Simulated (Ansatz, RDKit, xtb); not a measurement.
**C6H6O2S: which of the isomers drawn lies lowest?**

A sample of isomers of C6H6O2S is drawn. Aim: find which of them has the lowest free energy at 298.15 K, then its properties. The sample is small against all isomers, and the most stable one of this formula need not be in it.

Plan: many cheap relaxations first (GFN2-xTB), then density-functional screening, relaxation at B3LYP/def2-SVP, vibrations (at GFN2-xTB) and a final energy. The numbers are computed, not measured.

**1. Possible bonding patterns**

Isomers were taken from a list of plausible structures; this is a sample, not all of them. That gives 14 candidates.

```
label                        SMILES     spin
 c022                  O=c1ccscc1CO  singlet
 c078  C#C[C@@H]1[C@H](C=O)C[S@]1=O  singlet
 c108      C#C[C@@H]1C=CS(=O)(=O)C1  singlet
 c121                COC(=O)c1ccsc1  singlet
 c123                  CSc1ccoc1C=O  singlet
 c189                Cc1csc(OC=O)c1  singlet
 c308               COCc1cc(=S)c1=O  singlet
 c541          C=CC1=CS(=O)(=O)C=C1  singlet
 c571                CC(=O)c1sccc1O  singlet
 c609                CSc1ccc(=O)oc1  singlet
 c624              COC(=O)C1=CCC1=S  singlet
 c720     CC#C[C@@H]1C(=O)C[S@@]1=O  singlet
 c726              COC(=S)C#CC(C)=O  singlet
 c987              C=C(C#CC(=O)O)SC  singlet
```

Candidates are built by distance geometry, with a force field where one applies, in up to four conformers (letters a to d).

**2. Search with GFN2-xTB**

All 23 starts are relaxed the same way. One of them, c987a (taken from a list of plausible isomers, embedded by distance geometry and MMFF94), in full:

start.xyz

```xyz
15
c987a
C      0.289612     1.011692     1.594685
C      1.300586     0.513673     0.873712
C      1.183111    -0.741173     0.202673
C      1.017025    -1.803749    -0.354358
C      0.878978    -3.058250    -1.049138
C      3.987543     0.250572     0.179182
O      1.828481    -3.646754    -1.534189
O     -0.398687    -3.483614    -1.082289
S      2.788556     1.460390     0.788726
H     -0.635328     0.467971     1.732258
H      0.368824     1.958399     2.113161
H     -0.325187    -4.312130    -1.567253
H      4.071058    -0.608740     0.837566
H      4.959071     0.732210     0.108392
H      3.743461    -0.077393    -0.874918
```

Launch:

```console
$ xtb start.xyz --gfn 2 --opt
```

Log, shortened:

```text
* xtb version 6.7.1
[...]
          :  # basis functions                  48          :
[...]
          :  # electrons                        48          :
[...]
          :  Hamiltonian                  GFN2-xTB          :
[...]
          :  net charge                          0          :
          :  unpaired electrons                  0          :
[...]
   *** convergence criteria satisfied after 12 iterations ***
[...]
   *** GEOMETRY OPTIMIZATION CONVERGED AFTER 18 ITERATIONS ***
[...]
   *** convergence criteria satisfied after 3 iterations ***
[...]
         ::                     SUMMARY                     ::
         :::::::::::::::::::::::::::::::::::::::::::::::::::::
         :: total energy             -27.190131246386 Eh    ::
         :: gradient norm              0.000915488499 Eh/a0 ::
         :: HOMO-LUMO gap              2.092178491274 eV    ::
         ::.................................................::
         :: SCC energy               -27.572138586181 Eh    ::
         :: -> isotropic ES            0.050589442082 Eh    ::
         :: -> anisotropic ES          0.003028756359 Eh    ::
         :: -> anisotropic XC          0.012628776633 Eh    ::
         :: -> dispersion             -0.011423849939 Eh    ::
         :: repulsion energy           0.382007339795 Eh    ::
         :: add. restraining           0.000000000000 Eh    ::
         :: total charge              -0.000000000000 e     ::
         :::::::::::::::::::::::::::::::::::::::::::::::::::::
[...]
        24        2.0000           -0.3709102             -10.0930 (HOMO)
        25                         -0.2940241              -8.0008 (LUMO)
[...]
     #   Z          covCN         q      C6AA      α(0)
     1   6          2.901    -0.091    30.273     9.022
     2   6          2.933     0.075    26.326     8.415
     3   6          2.031     0.008    30.807     8.964
     4   6          1.966    -0.052    32.467     9.202
     5   6          2.690     0.386    20.461     7.403
     6   6          3.744    -0.055    21.630     6.634
     7   8          0.858    -0.408    21.835     6.265
     8   8          1.662    -0.370    20.283     6.080
     9  16          2.048    -0.132   146.605    20.379
    10   1          0.926     0.059     2.205     2.322
    11   1          0.926     0.062     2.177     2.307
    12   1          0.804     0.329     0.641     1.257
    13   1          0.925     0.060     2.194     2.317
    14   1          0.925     0.067     2.124     2.279
[...]
molecular dipole:
                 x           y           z       tot (Debye)
 q only:       -0.397       0.218       0.290
   full:       -0.474      -0.217       0.072       1.338
molecular quadrupole (traceless):
[...]
          | TOTAL ENERGY              -27.190131246386 Eh   |
          | GRADIENT NORM               0.000915488499 Eh/α |
          | HOMO-LUMO GAP               2.092178491274 eV   |
           -------------------------------------------------
[...]
```

Wall time 0.11 s (4 threads of Arm Neoverse V2, shared host).

**3. What the search left**

23 of the 23 relaxations converged. 23 distinct structures remain, the lowest 22 here:

```
label  start                  SMILES after     spin  energy (kcal/mol)
c571a  drawn                CC(=O)c1sccc1O  singlet                0.0
c121a  drawn                COC(=O)c1ccsc1  singlet                0.4
c121b  drawn                COC(=O)c1ccsc1  singlet                0.5
c189a  drawn                Cc1csc(OC=O)c1  singlet                2.8
c571b  drawn                CC(=O)c1sccc1O  singlet                8.0
c609a  drawn                CSc1ccc(=O)oc1  singlet                9.4
c123a  drawn                  CSc1ccoc1C=O  singlet               16.1
c123b  drawn                  CSc1ccoc1C=O  singlet               17.8
c022a  drawn                  O=c1ccscc1CO  singlet               22.5
c022b  drawn                  O=c1ccscc1CO  singlet               23.9
c624b  drawn              COC(=O)C1=CCC1=S  singlet               39.2
c624a  drawn              COC(=O)C1=CCC1=S  singlet               40.3
c726b  drawn              COC(=S)C#CC(C)=O  singlet               50.7
c987a  drawn              C=C(C#CC(=O)O)SC  singlet               52.1
c987b  drawn              C=C(C#CC(=O)O)SC  singlet               52.3
c726a  drawn              COC(=S)C#CC(C)=O  singlet               53.6
c720a  drawn     CC#C[C@@H]1C(=O)C[S@@]1=O  singlet               57.4
c308a  drawn               COCc1cc(=S)c1=O  singlet               58.8
c541a  drawn          C=CC1=CS(=O)(=O)C=C1  singlet               62.0
c108a  drawn      C#C[C@@H]1C=CS(=O)(=O)C1  singlet               69.1
c078c  drawn  C#C[C@@H]1[C@H](C=O)C[S@]1=O  singlet               71.6
c078a  drawn  C#C[C@@H]1[C@H](C=O)C[S@]1=O  singlet               71.9
```

**4. Single points on the low minima**

A choice of the minima (the low ones first, few conformers of a pattern, up to a cap) and the lowest that fell apart get a single point at r2SCAN-D4/def2-SVP on the tight-binding geometry, and one at HF/STO-3G for comparison. The lowest singlets are also tried as triplets at the same geometry (label ending in t). The first, c571a:

input.yaml

```yaml
crystal:
  periodic: [false, false, false]
  atoms:
    - {symbol: C, position_ang: [-0.395386, 0.649855, 2.063490]}
    - {symbol: C, position_ang: [-0.112607, 0.304718, 0.628756]}
    - {symbol: C, position_ang: [0.003877, 1.394873, -0.302442]}
    - {symbol: C, position_ang: [0.126352, 3.515725, -1.548197]}
    - {symbol: C, position_ang: [0.331101, 2.447554, -2.361946]}
    - {symbol: C, position_ang: [0.264037, 1.219418, -1.658867]}
    - {symbol: O, position_ang: [0.018562, -0.852453, 0.237173]}
    - {symbol: O, position_ang: [0.431202, 0.033132, -2.232380]}
    - {symbol: S, position_ang: [-0.153855, 3.083136, 0.084947]}
    - {symbol: H, position_ang: [-0.465549, -0.258670, 2.655206]}
    - {symbol: H, position_ang: [-1.328173, 1.206362, 2.130117]}
    - {symbol: H, position_ang: [0.401156, 1.281561, 2.451759]}
    - {symbol: H, position_ang: [0.124828, 4.553220, -1.819108]}
    - {symbol: H, position_ang: [0.523377, 2.507993, -3.416535]}
    - {symbol: H, position_ang: [0.335652, -0.651158, -1.525561]}
basis:
  gaussian: {orbitals: def2-SVP}
hamiltonian: {xc: r2scan, dispersion: d4}
scf: {lower_state_search: "off"}
```

Launch:

```console
$ ansatz run input.yaml --threads 4 --pin off --max-ram 7830MiB --events-out events.jsonl --progress --plain --runs-dir runs
```

Log, shortened:

```text
Warning: RAYON_NUM_THREADS=4 ignored (pool sized by the plan → 4); use --threads N
Functional definition: r2SCAN
  name "r2SCAN"
[...]
1787 factors; their error is unknown
[...]
mean field -21231.83380654 eV, -780.2555009365 hartree, gradient 8.5e-6 eV, S^2 0.000000; 0 other end points of the search recorded, 0 dependent functions left out
reference -21231.83381641 eV, -780.2555012993 hartree; 37, 37 occupied and 123, 123 virtual orbitals, 1787 factors
Total energy: -21231.95637326 eV, -780.2600051803 hartree
Checks for a lower state left out: stability, starts, cluster_reference, orbital_swaps, neighbouring_geometries, increment
```

It took 2 s on 4 threads of Arm Neoverse V2, shared host; peak memory 0.23 GiB.

Relative energies in kcal/mol, each column from its lowest structure that stays in one piece:

```
 label          SMILES     spin  GFN2-xTB  HF/STO-3G  r2SCAN-D4/def2-SVP
 c571a  CC(=O)c1sccc1O  singlet       0.0        5.2                 0.0
 c121b  COC(=O)c1ccsc1  singlet       0.5        0.0                 4.5
 c121a  COC(=O)c1ccsc1  singlet       0.4        0.1                 4.7
 c571b  CC(=O)c1sccc1O  singlet       8.0       11.3                10.8
 c189a  Cc1csc(OC=O)c1  singlet       2.8        5.1                15.8
 c609a  CSc1ccc(=O)oc1  singlet       9.4       12.9                18.7
 c022a    O=c1ccscc1CO  singlet      22.5       25.0                21.6
 c022b    O=c1ccscc1CO  singlet      23.9       27.3                23.3
 c123a    CSc1ccoc1C=O  singlet      16.1       13.4                27.9
 c123b    CSc1ccoc1C=O  singlet      17.8       12.6                29.8
c571at  CC(=O)c1sccc1O  triplet         –          –                65.3
c121bt  COC(=O)c1ccsc1  triplet         –          –                86.7
```

**5. Relaxing the best candidates**

4 candidates are relaxed at B3LYP/def2-SVP (chosen among the lowest in one piece, one conformer a pattern). The first, c571a:

input.yaml: that of step 4 with these lines changed.

```diff
@@ -19,4 +19,10 @@
 basis:
-  gaussian: {orbitals: def2-SVP}
-hamiltonian: {xc: r2scan, dispersion: d4}
-scf: {lower_state_search: "off"}
+  gaussian:
+    orbitals: def2-SVP
+total_charge: 0
+hamiltonian:
+  xc: {name: B3LYP}
+scf:
+  lower_state_search: "off"
+relax:
+  f_tol: 0.006
```

Launch:

```console
$ ansatz run input.yaml --threads 4 --pin off --max-ram 7830MiB --events-out events.jsonl --progress --plain --runs-dir runs
```

Log, shortened:

```text
Warning: RAYON_NUM_THREADS=4 ignored (pool sized by the plan → 4); use --threads N
[...]
Functional definition: B3LYP
  name "B3LYP"
[...]
1788 factors; integrals over basis functions are off by at most 4.9e-4 eV
[...]
mean field -21238.46403131 eV, -780.4991572026 hartree, gradient 4.3e-6 eV, S^2 0.000000; 0 other end points of the search recorded, 0 dependent functions left out
[...]
reference -21238.46429288 eV, -780.4991668150 hartree; 37, 37 occupied and 123, 123 virtual orbitals, 1788 factors
relax step   1: F+E_penalty+E_count = -21238.46403131 eV  Δ(F+E_penalty+E_count) = +0.000e0 eV  max|allowed force component| = 6.447e-1 eV/Å  Δτ_max = 0.0000 Å  (18 SCF iters, accepted)
[...]
relax step   6: F+E_penalty+E_count = -21238.52906114 eV  Δ(F+E_penalty+E_count) = -8.869e-5 eV  max|allowed force component| = 1.390e-2 eV/Å  Δτ_max = 0.0015 Å  (15 SCF iters, accepted)
[...]
Atom 6 at     0.021093    -0.827413     0.217839 Å, force     0.000166    -0.003327    -0.000011 eV/Å
Atom 7 at     0.426216     0.031745    -2.203029 Å, force     0.000370    -0.000263    -0.001556 eV/Å
Atom 8 at    -0.152352     3.145772     0.054796 Å, force     0.000045     0.000465     0.000209 eV/Å
Atom 9 at    -0.458981    -0.351741     2.634657 Å, force     0.000044    -0.000721    -0.000291 eV/Å
Atom 10 at    -1.345972     1.152758     2.209562 Å, force    -0.000406     0.000161    -0.000446 eV/Å
Atom 11 at     0.397862     1.224534     2.533080 Å, force     0.000229     0.000253    -0.000360 eV/Å
Atom 12 at     0.137300     4.591085    -1.906109 Å, force    -0.000307    -0.000708    -0.000282 eV/Å
Atom 13 at     0.535513     2.488859    -3.472246 Å, force     0.000077     0.000538     0.000476 eV/Å
Atom 14 at     0.319441    -0.613692    -1.449377 Å, force    -0.000146    -0.000276     0.000837 eV/Å
Dipole moment:    -0.059205     0.564178     0.167343 e Å
Checks for a lower state left out: stability, starts, cluster_reference, orbital_swaps, neighbouring_geometries, increment
```

Run time: 17 s. Hardware: 4 threads of Arm Neoverse V2, shared host; peak memory 0.46 GiB.

Energy change by step (eV): 0.0000, -0.0545, -0.0631, -0.0642, -0.0649, -0.0650, -0.0650.

After the run. Bond lengths: C1–C2 1.511 Å, C2–C3 1.448 Å, C4–C5 1.371 Å, C3–C6 1.404 Å, C5–C6 1.429 Å, C2–O7 1.240 Å, C6–O8 1.325 Å, C3–S9 1.753 Å, C4–S9 1.727 Å, C1–H10 1.097 Å, C1–H11 1.102 Å, C1–H12 1.102 Å, C4–H13 1.090 Å, C5–H14 1.090 Å, O8–H15 0.998 Å. Some angles: C1–C2–C3 120.1°, C1–C2–O7 120.7°, C3–C2–O7 119.2°, C2–C3–C6 121.9°, C2–C3–S9 127.3°, C6–C3–S9 110.8°, C4–C5–C6 111.8°, C5–C4–S9 113.5°, C3–C6–C5 112.8°, C3–C6–O8 123.6°.

**6. Ranking at B3LYP/def2-SVP**

```
label     spin  r2SCAN-D4/def2-SVP (kcal/mol)  B3LYP/def2-SVP, relaxed (kcal/mol)  time
c571a  singlet                            0.0                                 0.0  17 s
c121b  singlet                            4.5                                 2.4  14 s
c189a  singlet                           15.8                                12.9  20 s
c609a  singlet                           18.7                                15.6  25 s
```

c571a: Bond lengths: C1–C2 1.511 Å, C2–C3 1.448 Å, C4–C5 1.371 Å, C3–C6 1.404 Å, C5–C6 1.429 Å, C2–O7 1.240 Å, C6–O8 1.325 Å, C3–S9 1.753 Å, C4–S9 1.727 Å, C1–H10 1.097 Å, C1–H11 1.102 Å, C1–H12 1.102 Å, C4–H13 1.090 Å, C5–H14 1.090 Å, O8–H15 0.998 Å. Some angles: C1–C2–C3 120.1°, C1–C2–O7 120.7°, C3–C2–O7 119.2°, C2–C3–C6 121.9°, C2–C3–S9 127.3°, C6–C3–S9 110.8°, C4–C5–C6 111.8°, C5–C4–S9 113.5°, C3–C6–C5 112.8°, C3–C6–O8 123.6°.

c121b: Bond lengths: C2–C3 1.482 Å, C3–C4 1.434 Å, C4–C5 1.368 Å, C3–C6 1.379 Å, C1–O7 1.426 Å, C2–O7 1.349 Å, C2–O8 1.210 Å, C5–S9 1.736 Å, C6–S9 1.720 Å, C1–H10 1.101 Å, C1–H11 1.101 Å, C1–H12 1.097 Å, C4–H13 1.090 Å, C5–H14 1.089 Å, C6–H15 1.088 Å. Some angles: C2–C3–C4 122.1°, C2–C3–C6 125.4°, C4–C3–C6 112.5°, C3–C2–O7 112.3°, C3–C2–O8 124.4°, O7–C2–O8 123.3°, C3–C4–C5 112.4°, C4–C5–S9 111.6°, C3–C6–S9 111.5°, C1–O7–C2 116.1°.

c189a: Bond lengths: C1–C2 1.504 Å, C2–C3 1.372 Å, C2–C6 1.439 Å, C4–C6 1.371 Å, C4–O7 1.372 Å, C5–O7 1.354 Å, C5–O8 1.196 Å, C3–S9 1.736 Å, C4–S9 1.743 Å, C1–H10 1.103 Å, C1–H11 1.103 Å, C1–H12 1.100 Å, C3–H13 1.089 Å, C5–H14 1.109 Å, C6–H15 1.087 Å. Some angles: C1–C2–C3 124.7°, C1–C2–C6 123.1°, C3–C2–C6 112.2°, C2–C3–S9 112.7°, C2–C6–C4 111.9°, C6–C4–O7 132.2°, C6–C4–S9 112.8°, O7–C4–S9 115.0°, C4–O7–C5 123.1°, O7–C5–O8 126.7°.

c609a: Bond lengths: C2–C3 1.444 Å, C3–C4 1.358 Å, C4–C5 1.458 Å, C2–C6 1.362 Å, C5–O7 1.201 Å, C5–O8 1.401 Å, C6–O8 1.348 Å, C1–S9 1.815 Å, C2–S9 1.773 Å, C1–H10 1.101 Å, C1–H11 1.099 Å, C1–H12 1.101 Å, C3–H13 1.094 Å, C4–H14 1.091 Å, C6–H15 1.090 Å. Some angles: C2–C3–C4 120.8°, C3–C2–C6 116.8°, C3–C2–S9 116.8°, C6–C2–S9 126.4°, C3–C4–C5 121.7°, C4–C5–O7 127.6°, C4–C5–O8 114.1°, O7–C5–O8 118.3°, C2–C6–O8 122.8°, C5–O8–C6 123.8°.

**7. Vibrations and thermal terms**

The lowest few in one piece go on as finalists (c609a drops out). In this search the thermal terms come from GFN2-xTB at its own nearest minimum. The first, c571a:

start.xyz

```xyz
15
c571a
C     -0.398470     0.601259     2.093914
C     -0.115324     0.332838     0.633983
C      0.000858     1.434984    -0.297724
C      0.134257     3.544865    -1.601092
C      0.338884     2.449871    -2.400946
C      0.264250     1.229542    -1.660896
O      0.021093    -0.827413     0.217839
O      0.426216     0.031745    -2.203029
S     -0.152352     3.145772     0.054796
H     -0.458981    -0.351741     2.634657
H     -1.345972     1.152758     2.209562
H      0.397862     1.224534     2.533080
H      0.137300     4.591085    -1.906109
H      0.535513     2.488859    -3.472246
H      0.319441    -0.613692    -1.449377
```

Launch:

```console
$ xtb start.xyz --gfn 2 --ohess tight
```

Log, shortened:

```text
* xtb version 6.7.1
[...]
          :  # basis functions                  48          :
[...]
          :  # electrons                        48          :
[...]
          :  Hamiltonian                  GFN2-xTB          :
[...]
          :  net charge                          0          :
          :  unpaired electrons                  0          :
[...]
   *** convergence criteria satisfied after 12 iterations ***
[...]
   *** GEOMETRY OPTIMIZATION CONVERGED AFTER 8 ITERATIONS ***
[...]
   *** convergence criteria satisfied after 3 iterations ***
[...]
         ::                     SUMMARY                     ::
         :::::::::::::::::::::::::::::::::::::::::::::::::::::
         :: total energy             -27.273123256357 Eh    ::
         :: gradient norm              0.000185551686 Eh/a0 ::
         :: HOMO-LUMO gap              2.775958858722 eV    ::
         ::.................................................::
         :: SCC energy               -27.592375990212 Eh    ::
         :: -> isotropic ES            0.046773409146 Eh    ::
         :: -> anisotropic ES         -0.001736253805 Eh    ::
         :: -> anisotropic XC          0.005494980503 Eh    ::
         :: -> dispersion             -0.013134661070 Eh    ::
         :: repulsion energy           0.319252733855 Eh    ::
         :: add. restraining           0.000000000000 Eh    ::
         :: total charge               0.000000000000 e     ::
         :::::::::::::::::::::::::::::::::::::::::::::::::::::
[...]
        24        2.0000           -0.3947797             -10.7425 (HOMO)
        25                         -0.2927651              -7.9665 (LUMO)
[...]
molecular dipole:
                 x           y           z       tot (Debye)
 q only:       -0.099       1.065       0.248
   full:       -0.091       1.088       0.199       2.821
molecular quadrupole (traceless):
[...]
          | TOTAL ENERGY              -27.273123256359 Eh   |
          | TOTAL ENTHALPY            -27.158100936694 Eh   |
          | TOTAL FREE ENERGY         -27.201592398854 Eh   |
          | GRADIENT NORM               0.000185767694 Eh/α |
[...]
```

It took 0.2 s on 4 threads of Arm Neoverse V2, shared host.

**8. Thermal terms of the finalists**

As xtb prints them, at 298.15 K, with its own treatment of low modes:

```csv
label,SMILES,spin,lowest mode (cm⁻¹),zero-point (kcal/mol),G − E (kcal/mol)
c571a,CC(=O)c1sccc1O,singlet,74,66.1,44.9
c121b,COC(=O)c1ccsc1,singlet,48,66.3,44.5
c189a,Cc1csc(OC=O)c1,singlet,32,66.2,44.5
```

**9. Energies at the top level**

Single points at CCSD(T)/def2-SVP + MP2/def2-TZVPP - MP2/def2-SVP on the refined geometries decide the order.

c571a, CCSD(T)/def2-SVP:

input.yaml

```yaml
crystal:
  periodic: [false, false, false]
  atoms:
    - symbol: C
      position_ang: [-0.398470, 0.601259, 2.093914]
    - symbol: C
      position_ang: [-0.115324, 0.332838, 0.633983]
    - symbol: C
      position_ang: [0.000858, 1.434984, -0.297724]
    - symbol: C
      position_ang: [0.134257, 3.544865, -1.601092]
    - symbol: C
      position_ang: [0.338884, 2.449871, -2.400946]
    - symbol: C
      position_ang: [0.264250, 1.229542, -1.660896]
    - symbol: O
      position_ang: [0.021093, -0.827413, 0.217839]
    - symbol: O
      position_ang: [0.426216, 0.031745, -2.203029]
    - symbol: S
      position_ang: [-0.152352, 3.145772, 0.054796]
    - symbol: H
      position_ang: [-0.458981, -0.351741, 2.634657]
    - symbol: H
      position_ang: [-1.345972, 1.152758, 2.209562]
    - symbol: H
      position_ang: [0.397862, 1.224534, 2.533080]
    - symbol: H
      position_ang: [0.137300, 4.591085, -1.906109]
    - symbol: H
      position_ang: [0.535513, 2.488859, -3.472246]
    - symbol: H
      position_ang: [0.319441, -0.613692, -1.449377]
basis:
  gaussian:
    orbitals: def2-SVP
correlation:
  method: ccsd_t
  frozen_orbitals: {H: 0, O: 1, S: 5, C: 1}
```

Launch:

```console
$ ansatz run input.yaml --threads 4 --pin off --max-ram 7830MiB --events-out events.jsonl --progress --plain --runs-dir runs
```

Log, shortened:

```text
Warning: RAYON_NUM_THREADS=4 ignored (pool sized by the plan → 4); use --threads N
Functional definition: HF
  name "HF"
[...]
1609 factors; integrals over basis functions are off by at most 1.4e-3 eV
[...]
mean field -21157.69267267 eV, -777.5308645213 hartree, gradient 3.3e-6 eV, S^2 0.000000; 0 other end points of the search recorded, 0 dependent functions left out; unrestricted orbitals would lower it
13 core orbitals not correlated: weight in the atoms' cores, before any rotation towards them, 1.000 or more for the frozen orbitals, at most 0.000 for the correlated occupied ones
reference -21157.69267267 eV, -777.5308645213 hartree; 24, 24 occupied and 123, 123 virtual orbitals, 1609 factors
second order -35.03754687 eV of doubles, -0.00000000 eV of singles
cycle   1  -35.01452869 eV  change    2.3e-2 eV  update   1.7e-1
[...]
cycle  12  -36.28580135 eV  change   -2.1e-5 eV  update   1.4e-5
perturbative correction -1.48416519 eV, -0.0545420646 hartree
Total energy: -21195.46263920 eV, -778.9188851902 hartree
```

Run time: 53 s. Hardware: 4 threads of Arm Neoverse V2, shared host; peak memory 1.8 GiB.

(Part 1 of 2 ends here.)
